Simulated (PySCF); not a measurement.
# C₂H₇FGe: NMR shieldings, spin-spin couplings, relativistic core levels, part 1 of 2

Wanted: NMR shieldings, spin-spin couplings, relativistic core levels for C₂H₇FGe (`C[C@@H](F)[GeH3]`).

Programs: PySCF 2.14.0, with routines of our own; each step states its level. All values are computed. Atoms count from 0.

### 1 The system as given

11 atoms, charge 0, multiplicity 1; geometry from: GFN2-xTB.

### 2 NMR shieldings: PBE/pcJ-1 Ge:dyall-v2z, spin–orbit

Job settings and geometry (Å):

```
{"job": {"kind": "hnmr", "xc": "PBE", "basis": {"default": "pcJ-1", "Ge": "dyall-v2z"}, "rel": "so"}, "charge": 0, "multiplicity": 1}
C     -1.436094    -0.258598    -0.051270
C     -0.240403     0.671004    -0.005024
F     -0.261323     1.386262     1.190770
Ge     1.522043    -0.258284    -0.041191
H     -2.365547     0.302030     0.034414
H     -1.432827    -0.802046    -0.993674
H     -1.384869    -0.973058     0.768486
H     -0.313309     1.429346    -0.792866
H      1.721349    -0.955188    -1.348502
H      2.621271     0.729335     0.157103
H      1.575133    -1.268133     1.055790
```

With the program's defaults for keys left out, this is: PBE/pcJ-1 Ge:dyall-v2z GIAO NMR shielding, X2C with spin-orbit coupling, screened-nuclear two-electron part, Gaussian nuclei, gas phase.

Command:

```bash
$ OMP_NUM_THREADS=1 python heavy_run.py task.json out
```

This one command runs all jobs of the session in turn.

The log of the run:

```text
spin-free SCF
coarse grid: 40384 points
cycle   1  E = -2278.6363557946  dE =  8.071e-02  |g| = 7.647e-01  |ddm| = 2.441e+00
cycle   2  E = -2278.4969567768  dE =  1.394e-01  |g| = 1.326e+00  |ddm| = 1.299e+00
cycle   3  E = -2278.7056348562  dE = -2.087e-01  |g| = 1.272e-01  |ddm| = 9.273e-01
cycle   4  E = -2278.7064580313  dE = -8.232e-04  |g| = 1.157e-01  |ddm| = 1.559e-01
cycle   5  E = -2278.7085856646  dE = -2.128e-03  |g| = 1.326e-02  |ddm| = 7.229e-02
cycle   6  E = -2278.7086141853  dE = -2.852e-05  |g| = 7.034e-03  |ddm| = 1.598e-02
cycle   7  E = -2278.7086238402  dE = -9.655e-06  |g| = 1.195e-03  |ddm| = 5.065e-03
final grid: 84664 points
cycle   8  E = -2278.7087996753  dE =  1.615e-07  |g| = 2.129e-03  |ddm| = 2.806e-03
cycle   9  E = -2278.7087987501  dE =  9.252e-07  |g| = 3.366e-03  |ddm| = 3.236e-03
cycle  10  E = -2278.7088003476  dE = -1.597e-06  |g| = 2.787e-04  |ddm| = 1.805e-03
cycle  11  E = -2278.7088003480  dE = -4.229e-10  |g| = 2.102e-04  |ddm| = 3.090e-04
cycle  12  E = -2278.7088003558  dE = -7.818e-09  |g| = 6.712e-05  |ddm| = 1.634e-04
converged SCF energy = -2278.7088003558
two-component SCF
cycle   1  E = -2278.6714391484  dE = -2.279e+03  |FDS-SDF| = 1.506e+01
cycle   2  E = -2278.7519054722  dE = -8.047e-02  |FDS-SDF| = 4.768e-03
cycle   3  E = -2278.7519054559  dE =  1.628e-08  |FDS-SDF| = 1.726e-03
cycle   4  E = -2278.7519054219  dE =  3.398e-08  |FDS-SDF| = 1.627e-03
cycle   5  E = -2278.7519055710  dE = -1.492e-07  |FDS-SDF| = 1.063e-04
cycle   6  E = -2278.7519055721  dE = -1.012e-09  |FDS-SDF| = 7.093e-05
converged, E = -2278.7519055721

Field gradients (au) and densities at the nuclei (bohr^-3)
atom        Vxx        Vyy        Vzz        centre      nuclear mean
  0 C     -0.0204    -0.0460     0.0663        126.046        126.044
  1 C     -0.2295    -0.2849     0.5144        126.120        126.118
  2 F     -1.4321    -1.5252     2.9573        450.259        450.240
  3 Ge    -0.1442    -0.2109     0.3551      29280.468      29250.997
  4 H     -0.1472    -0.1552     0.3024          0.485          0.485
  5 H     -0.1471    -0.1576     0.3047          0.485          0.485
  6 H     -0.1457    -0.1557     0.3014          0.486          0.486
  7 H     -0.1300    -0.1517     0.2817          0.492          0.492
  8 H     -0.0815    -0.0833     0.1648          0.430          0.430
  9 H     -0.0827    -0.0845     0.1672          0.429          0.429
 10 H     -0.0820    -0.0845     0.1665          0.429          0.429
without picture change
  3 Ge                           0.3672                     45069.798

Core orbital energies (eV)
atom   shell        mean    spread
  3 Ge 1s       -10948.209   0.000
  3 Ge 2s        -1369.511   0.000
  3 Ge 3s         -167.491   0.000
  3 Ge 4s          -15.179   0.000
  3 Ge 2p1/2     -1217.795   0.000
  3 Ge 2p3/2     -1186.293   0.003
  3 Ge 3p1/2      -117.544   0.000
  3 Ge 3p3/2      -113.294   0.006
  3 Ge 3d3/2       -28.874   0.008
  3 Ge 3d5/2       -28.311   0.067

Shielding tensors (ppm)
atom      isotropic    diamagn.    paramagn.     s11        s22        s33       span
  0 C       159.36      248.29      -88.92     142.81     152.73     182.56      39.75
  1 C        86.98      240.43     -153.45      37.89      67.20     155.85     117.96
  2 F       380.19      471.12      -90.93     338.26     382.23     420.08      81.82
  3 Ge     1724.63     2651.20     -926.57    1620.01    1707.08    1846.79     226.78
  4 H        29.69       28.97        0.72      25.69      27.10      36.28      10.59
  5 H        30.40       29.83        0.57      26.11      29.09      36.01       9.90
  6 H        30.00       30.08       -0.07      26.02      29.65      34.35       8.33
  7 H        25.95       29.11       -3.16      24.04      25.40      28.41       4.37
  8 H        27.88       28.78       -0.90      21.08      23.22      39.33      18.25
  9 H        27.80       28.56       -0.76      21.14      22.94      39.32      18.18
 10 H        28.16       28.96       -0.80      21.94      23.88      38.67      16.73
```

It took 68 s on 1 thread of Arm Neoverse N1, shared host; peak memory 0.94 GiB.

Key values:

| quantity | value |
| --- | --- |
| energy from spin-orbit coupling | -0.0431 Eh |

### 3 Spin-spin couplings: PBE/pcJ-1 Ge:dyall-v2z, spin–orbit

The job, as its differences from that of step 2:

```diff
@@ -1,2 +1,2 @@
-{"job": {"kind": "hnmr", "xc": "PBE", "basis": {"default": "pcJ-1", "Ge": "dyall-v2z"}, "rel": "so"}, "charge": 0, "multiplicity": 1}
+{"job": {"kind": "hj", "xc": "PBE", "basis": {"default": "pcJ-1", "Ge": "dyall-v2z"}, "rel": "so", "atoms": [3]}, "charge": 0, "multiplicity": 1}
 C     -1.436094    -0.258598    -0.051270
```

Method: PBE/pcJ-1 Ge:dyall-v2z indirect spin-spin coupling, X2C with spin-orbit coupling, screened-nuclear two-electron part, Gaussian nuclei, gas phase.

The log of the run:

```text
spin-free SCF
coarse grid: 40384 points
cycle   1  E = -2278.6363557946  dE =  8.071e-02  |g| = 7.647e-01  |ddm| = 2.441e+00
cycle   2  E = -2278.4969567768  dE =  1.394e-01  |g| = 1.326e+00  |ddm| = 1.299e+00
cycle   3  E = -2278.7056348562  dE = -2.087e-01  |g| = 1.272e-01  |ddm| = 9.273e-01
cycle   4  E = -2278.7064580313  dE = -8.232e-04  |g| = 1.157e-01  |ddm| = 1.559e-01
cycle   5  E = -2278.7085856646  dE = -2.128e-03  |g| = 1.326e-02  |ddm| = 7.229e-02
cycle   6  E = -2278.7086141853  dE = -2.852e-05  |g| = 7.034e-03  |ddm| = 1.598e-02
cycle   7  E = -2278.7086238402  dE = -9.655e-06  |g| = 1.195e-03  |ddm| = 5.065e-03
final grid: 84664 points
cycle   8  E = -2278.7087996753  dE =  1.615e-07  |g| = 2.129e-03  |ddm| = 2.806e-03
cycle   9  E = -2278.7087987501  dE =  9.252e-07  |g| = 3.366e-03  |ddm| = 3.236e-03
cycle  10  E = -2278.7088003476  dE = -1.597e-06  |g| = 2.787e-04  |ddm| = 1.805e-03
cycle  11  E = -2278.7088003480  dE = -4.229e-10  |g| = 2.102e-04  |ddm| = 3.090e-04
cycle  12  E = -2278.7088003558  dE = -7.818e-09  |g| = 6.712e-05  |ddm| = 1.634e-04
converged SCF energy = -2278.7088003558
two-component SCF
cycle   1  E = -2278.6714391484  dE = -2.279e+03  |FDS-SDF| = 1.506e+01
cycle   2  E = -2278.7519054722  dE = -8.047e-02  |FDS-SDF| = 4.768e-03
cycle   3  E = -2278.7519054559  dE =  1.628e-08  |FDS-SDF| = 1.726e-03
cycle   4  E = -2278.7519054219  dE =  3.398e-08  |FDS-SDF| = 1.627e-03
cycle   5  E = -2278.7519055710  dE = -1.492e-07  |FDS-SDF| = 1.063e-04
cycle   6  E = -2278.7519055721  dE = -1.012e-09  |FDS-SDF| = 7.093e-05
converged, E = -2278.7519055721

Indirect spin-spin couplings
  i        j     bonds      J/Hz   K/1e19 T2/J   anisotropy/Hz
  3  73Ge   0  13C    2       -1.50       14.17        -0.7
  3  73Ge   1  13C    1      -18.17      171.89       -31.6
  3  73Ge   2  19F    2      -11.84       29.92       -63.4
  3  73Ge   4   1H    3       -8.89       21.16        -1.9
  3  73Ge   5   1H    3       -0.20        0.48        -0.5
  3  73Ge   6   1H    3       -2.93        6.97        -0.5
  3  73Ge   7   1H    2       -3.59        8.54        -3.4
  3  73Ge   8   1H    1      -77.24      183.79       -16.4
  3  73Ge   9   1H    1      -87.46      208.11       -15.9
  3  73Ge  10   1H    1      -86.04      204.71       -15.7
```

Run time: 54 s. Hardware: 1 thread of Arm Neoverse N1, shared host; peak memory 0.81 GiB.

Key values:

| quantity | value |
| --- | --- |
| energy from spin-orbit coupling | -0.0431 Eh |

### 4 Relativistic core levels: PBE/pcJ-1 Ge:dyall-v2z, spin–orbit

The job, as its differences from that of step 3:

```diff
@@ -1,2 +1,2 @@
-{"job": {"kind": "hj", "xc": "PBE", "basis": {"default": "pcJ-1", "Ge": "dyall-v2z"}, "rel": "so", "atoms": [3]}, "charge": 0, "multiplicity": 1}
+{"job": {"kind": "hxps", "xc": "PBE", "basis": {"default": "pcJ-1", "Ge": "dyall-v2z"}, "rel": "so", "holes": [[3, "2p"]]}, "charge": 0, "multiplicity": 1}
 C     -1.436094    -0.258598    -0.051270
```

Level: PBE/pcJ-1 Ge:dyall-v2z core ionisation, delta-SCF with one localised hole, X2C with spin-orbit coupling, screened-nuclear two-electron part, Gaussian nuclei, gas phase.

The log of the run:

```text
spin-free SCF
coarse grid: 40384 points
cycle   1  E = -2278.6363557946  dE =  8.071e-02  |g| = 7.647e-01  |ddm| = 2.441e+00
cycle   2  E = -2278.4969567768  dE =  1.394e-01  |g| = 1.326e+00  |ddm| = 1.299e+00
cycle   3  E = -2278.7056348562  dE = -2.087e-01  |g| = 1.272e-01  |ddm| = 9.273e-01
cycle   4  E = -2278.7064580313  dE = -8.232e-04  |g| = 1.157e-01  |ddm| = 1.559e-01
cycle   5  E = -2278.7085856646  dE = -2.128e-03  |g| = 1.326e-02  |ddm| = 7.229e-02
cycle   6  E = -2278.7086141853  dE = -2.852e-05  |g| = 7.034e-03  |ddm| = 1.598e-02
cycle   7  E = -2278.7086238402  dE = -9.655e-06  |g| = 1.195e-03  |ddm| = 5.065e-03
final grid: 84664 points
cycle   8  E = -2278.7087996753  dE =  1.615e-07  |g| = 2.129e-03  |ddm| = 2.806e-03
cycle   9  E = -2278.7087987501  dE =  9.252e-07  |g| = 3.366e-03  |ddm| = 3.236e-03
cycle  10  E = -2278.7088003476  dE = -1.597e-06  |g| = 2.787e-04  |ddm| = 1.805e-03
cycle  11  E = -2278.7088003480  dE = -4.229e-10  |g| = 2.102e-04  |ddm| = 3.090e-04
cycle  12  E = -2278.7088003558  dE = -7.818e-09  |g| = 6.712e-05  |ddm| = 1.634e-04
converged SCF energy = -2278.7088003558
two-component SCF
cycle   1  E = -2278.6714391484  dE = -2.279e+03  |FDS-SDF| = 1.506e+01
cycle   2  E = -2278.7519054722  dE = -8.047e-02  |FDS-SDF| = 4.768e-03
cycle   3  E = -2278.7519054559  dE =  1.628e-08  |FDS-SDF| = 1.726e-03
cycle   4  E = -2278.7519054219  dE =  3.398e-08  |FDS-SDF| = 1.627e-03
cycle   5  E = -2278.7519055710  dE = -1.492e-07  |FDS-SDF| = 1.063e-04
cycle   6  E = -2278.7519055721  dE = -1.012e-09  |FDS-SDF| = 7.093e-05
converged, E = -2278.7519055721

Field gradients (au) and densities at the nuclei (bohr^-3)
atom        Vxx        Vyy        Vzz        centre      nuclear mean
  0 C     -0.0204    -0.0460     0.0663        126.046        126.044
  1 C     -0.2295    -0.2849     0.5144        126.120        126.118
  2 F     -1.4321    -1.5252     2.9573        450.259        450.240
  3 Ge    -0.1442    -0.2109     0.3551      29280.468      29250.997
  4 H     -0.1472    -0.1552     0.3024          0.485          0.485
  5 H     -0.1471    -0.1576     0.3047          0.485          0.485
  6 H     -0.1457    -0.1557     0.3014          0.486          0.486
  7 H     -0.1300    -0.1517     0.2817          0.492          0.492
  8 H     -0.0815    -0.0833     0.1648          0.430          0.430
  9 H     -0.0827    -0.0845     0.1672          0.429          0.429
 10 H     -0.0820    -0.0845     0.1665          0.429          0.429
without picture change
  3 Ge                           0.3672                     45069.798

Core orbital energies (eV)
atom   shell        mean    spread
  3 Ge 1s       -10948.209   0.000
  3 Ge 2s        -1369.511   0.000
  3 Ge 3s         -167.491   0.000
  3 Ge 4s          -15.179   0.000
  3 Ge 2p1/2     -1217.795   0.000
  3 Ge 2p3/2     -1186.293   0.003
  3 Ge 3p1/2      -117.544   0.000
  3 Ge 3p3/2      -113.294   0.006
  3 Ge 3d3/2       -28.874   0.008
  3 Ge 3d5/2       -28.311   0.067

hole in 2p3/2 of atom 3
cycle   1  E = -2232.8526435477  dE = -2.233e+03  |FDS-SDF| = 6.631e+00
cycle   2  E = -2231.9631888440  dE =  8.895e-01  |FDS-SDF| = 6.859e+00
cycle   3  E = -2233.8768055925  dE = -1.914e+00  |FDS-SDF| = 1.024e+00
cycle   4  E = -2233.9197553804  dE = -4.295e-02  |FDS-SDF| = 5.350e-01
cycle   5  E = -2233.9649613398  dE = -4.521e-02  |FDS-SDF| = 1.563e-01
cycle   6  E = -2233.9676770341  dE = -2.716e-03  |FDS-SDF| = 4.850e-02
cycle   7  E = -2233.9682320136  dE = -5.550e-04  |FDS-SDF| = 1.138e-02
cycle   8  E = -2233.9682638090  dE = -3.180e-05  |FDS-SDF| = 2.506e-03
cycle   9  E = -2233.9682652888  dE = -1.480e-06  |FDS-SDF| = 9.076e-04
cycle  10  E = -2233.9682654838  dE = -1.950e-07  |FDS-SDF| = 9.257e-05
cycle  11  E = -2233.9682654856  dE = -1.774e-09  |FDS-SDF| = 2.314e-05
converged, E = -2233.9682654856

Core binding energies (eV)
atom   line    delta-SCF   -orbital   splitting
  3 Ge 2p3/2    1218.625    1186.29    31.502
```

Wall time 55 s (1 thread of Arm Neoverse N1, shared host); peak memory 0.81 GiB.

From this job:

| quantity | value |
| --- | --- |
| energy from spin-orbit coupling | -0.0431 Eh |

### 5 NMR shieldings: PBE/pcJ-1 Ge:dyall-v2z, non-relativistic

The job, as its differences from that of step 4:

```diff
@@ -1,2 +1,2 @@
-{"job": {"kind": "hxps", "xc": "PBE", "basis": {"default": "pcJ-1", "Ge": "dyall-v2z"}, "rel": "so", "holes": [[3, "2p"]]}, "charge": 0, "multiplicity": 1}
+{"job": {"kind": "hnmr", "xc": "PBE", "basis": {"default": "pcJ-1", "Ge": "dyall-v2z"}, "rel": "nr"}, "charge": 0, "multiplicity": 1}
 C     -1.436094    -0.258598    -0.051270
```

Level: PBE/pcJ-1 Ge:dyall-v2z GIAO NMR shielding, non-relativistic, Gaussian nuclei, gas phase.

The log of the run:

```text
non-relativistic SCF
coarse grid: 40384 points
cycle   1  E = -2256.6259932206  dE = -1.271e+01  |g| = 2.234e+00  |ddm| = 2.476e+00
cycle   2  E = -2256.4206856077  dE =  2.053e-01  |g| = 2.109e+00  |ddm| = 1.388e+00
cycle   3  E = -2256.6834696565  dE = -2.628e-01  |g| = 8.266e-01  |ddm| = 1.301e+00
cycle   4  E = -2256.7401140793  dE = -5.664e-02  |g| = 1.911e-01  |ddm| = 4.730e-01
cycle   5  E = -2256.7452888992  dE = -5.175e-03  |g| = 5.085e-02  |ddm| = 1.439e-01
cycle   6  E = -2256.7456285562  dE = -3.397e-04  |g| = 1.272e-02  |ddm| = 3.503e-02
cycle   7  E = -2256.7456615941  dE = -3.304e-05  |g| = 3.588e-03  |ddm| = 1.204e-02
cycle   8  E = -2256.7456645109  dE = -2.917e-06  |g| = 6.579e-04  |ddm| = 3.312e-03
final grid: 84664 points
cycle   9  E = -2256.7456860504  dE =  7.749e-08  |g| = 1.158e-03  |ddm| = 2.084e-03
cycle  10  E = -2256.7456854495  dE =  6.009e-07  |g| = 2.331e-03  |ddm| = 2.222e-03
cycle  11  E = -2256.7456862961  dE = -8.467e-07  |g| = 1.770e-04  |ddm| = 1.308e-03
cycle  12  E = -2256.7456863036  dE = -7.425e-09  |g| = 6.817e-05  |ddm| = 1.964e-04
converged SCF energy = -2256.7456863036
check of the scalar solution
cycle   1  E = -2256.7456863035  dE = -2.257e+03  |FDS-SDF| = 6.817e-05
cycle   2  E = -2256.7456863027  dE =  8.622e-10  |FDS-SDF| = 1.150e-04
cycle   3  E = -2256.7456863039  dE = -1.218e-09  |FDS-SDF| = 1.265e-05
converged, E = -2256.7456863039

Field gradients (au) and densities at the nuclei (bohr^-3)
atom        Vxx        Vyy        Vzz        centre      nuclear mean
  0 C     -0.0199    -0.0460     0.0659        125.466        125.464
  1 C     -0.2317    -0.2864     0.5181        125.536        125.534
  2 F     -1.4336    -1.5182     2.9518        445.464        445.438
  3 Ge    -0.1380    -0.2036     0.3415      22244.985      22231.130
  4 H     -0.1473    -0.1553     0.3026          0.485          0.485
  5 H     -0.1472    -0.1577     0.3049          0.485          0.485
  6 H     -0.1457    -0.1558     0.3015          0.486          0.486
  7 H     -0.1300    -0.1519     0.2819          0.492          0.492
  8 H     -0.0834    -0.0851     0.1685          0.432          0.432
  9 H     -0.0846    -0.0863     0.1709          0.432          0.432
 10 H     -0.0839    -0.0864     0.1703          0.432          0.432

Core orbital energies (eV)
atom   shell        mean    spread
  3 Ge 1s       -10801.804   0.000
  3 Ge 2s        -1336.007   0.000
  3 Ge 3s         -162.035   0.000
  3 Ge 4s          -15.011   0.000
  3 Ge 2p        -1189.278   0.005
  3 Ge 3p         -113.470   0.010
  3 Ge 3d          -29.325   0.102

Shielding tensors (ppm)
atom      isotropic    diamagn.    paramagn.     s11        s22        s33       span
  0 C       158.36      249.13      -90.77     141.52     152.07     181.47      39.95
  1 C        85.21      241.29     -156.08      34.91      65.41     155.30     120.39
  2 F       378.48      474.12      -95.64     335.58     378.91     420.96      85.38
  3 Ge     1534.45     2757.69    -1223.24    1433.25    1518.02    1652.08     218.83
  4 H        29.74       28.98        0.76      25.73      27.18      36.30      10.57
  5 H        30.45       29.82        0.63      26.19      29.11      36.04       9.85
  6 H        30.02       30.06       -0.05      26.04      29.66      34.34       8.30
  7 H        26.05       29.12       -3.07      24.07      25.49      28.59       4.51
  8 H        28.03       29.03       -1.00      21.53      22.98      39.57      18.04
  9 H        27.87       28.88       -1.01      21.39      22.64      39.58      18.19
 10 H        28.18       29.22       -1.04      22.05      23.58      38.91      16.86
```

Wall time 23 s (1 thread of Arm Neoverse N1, shared host); peak memory 0.95 GiB.

### 6 Spin-spin couplings: PBE/pcJ-1 Ge:dyall-v2z, non-relativistic

The job, as its differences from that of step 5:

```diff
@@ -1,2 +1,2 @@
-{"job": {"kind": "hnmr", "xc": "PBE", "basis": {"default": "pcJ-1", "Ge": "dyall-v2z"}, "rel": "nr"}, "charge": 0, "multiplicity": 1}
+{"job": {"kind": "hj", "xc": "PBE", "basis": {"default": "pcJ-1", "Ge": "dyall-v2z"}, "rel": "nr", "atoms": [3]}, "charge": 0, "multiplicity": 1}
 C     -1.436094    -0.258598    -0.051270
```

With the program's defaults for keys left out, this is: PBE/pcJ-1 Ge:dyall-v2z indirect spin-spin coupling, non-relativistic, Gaussian nuclei, gas phase.

The log of the run:

```text
non-relativistic SCF
coarse grid: 40384 points
cycle   1  E = -2256.6259932206  dE = -1.271e+01  |g| = 2.234e+00  |ddm| = 2.476e+00
cycle   2  E = -2256.4206856077  dE =  2.053e-01  |g| = 2.109e+00  |ddm| = 1.388e+00
cycle   3  E = -2256.6834696565  dE = -2.628e-01  |g| = 8.266e-01  |ddm| = 1.301e+00
cycle   4  E = -2256.7401140793  dE = -5.664e-02  |g| = 1.911e-01  |ddm| = 4.730e-01
cycle   5  E = -2256.7452888992  dE = -5.175e-03  |g| = 5.085e-02  |ddm| = 1.439e-01
cycle   6  E = -2256.7456285562  dE = -3.397e-04  |g| = 1.272e-02  |ddm| = 3.503e-02
cycle   7  E = -2256.7456615941  dE = -3.304e-05  |g| = 3.588e-03  |ddm| = 1.204e-02
cycle   8  E = -2256.7456645109  dE = -2.917e-06  |g| = 6.579e-04  |ddm| = 3.312e-03
final grid: 84664 points
cycle   9  E = -2256.7456860504  dE =  7.749e-08  |g| = 1.158e-03  |ddm| = 2.084e-03
cycle  10  E = -2256.7456854495  dE =  6.009e-07  |g| = 2.331e-03  |ddm| = 2.222e-03
cycle  11  E = -2256.7456862961  dE = -8.467e-07  |g| = 1.770e-04  |ddm| = 1.308e-03
cycle  12  E = -2256.7456863036  dE = -7.425e-09  |g| = 6.817e-05  |ddm| = 1.964e-04
converged SCF energy = -2256.7456863036
two-component SCF
cycle   1  E = -2256.7456863036  dE = -2.257e+03  |FDS-SDF| = 6.817e-05
cycle   2  E = -2256.7456863027  dE =  8.768e-10  |FDS-SDF| = 1.150e-04
cycle   3  E = -2256.7456863039  dE = -1.222e-09  |FDS-SDF| = 1.265e-05
converged, E = -2256.7456863039

Indirect spin-spin couplings
  i        j     bonds      J/Hz   K/1e19 T2/J   anisotropy/Hz
  3  73Ge   0  13C    2       -1.29       12.22        -0.5
  3  73Ge   1  13C    1      -17.62      166.74       -28.3
  3  73Ge   2  19F    2      -10.41       26.32       -54.6
  3  73Ge   4   1H    3       -7.79       18.54        -1.6
  3  73Ge   5   1H    3       -0.20        0.47        -0.4
  3  73Ge   6   1H    3       -2.58        6.13        -0.5
  3  73Ge   7   1H    2       -2.84        6.75        -3.0
  3  73Ge   8   1H    1      -70.97      168.86       -13.1
  3  73Ge   9   1H    1      -79.94      190.20       -12.6
  3  73Ge  10   1H    1      -78.72      187.30       -12.4
```

Run time: 23 s. Hardware: 1 thread of Arm Neoverse N1, shared host; peak memory 0.82 GiB.

(Continued in part 2 of 2.)
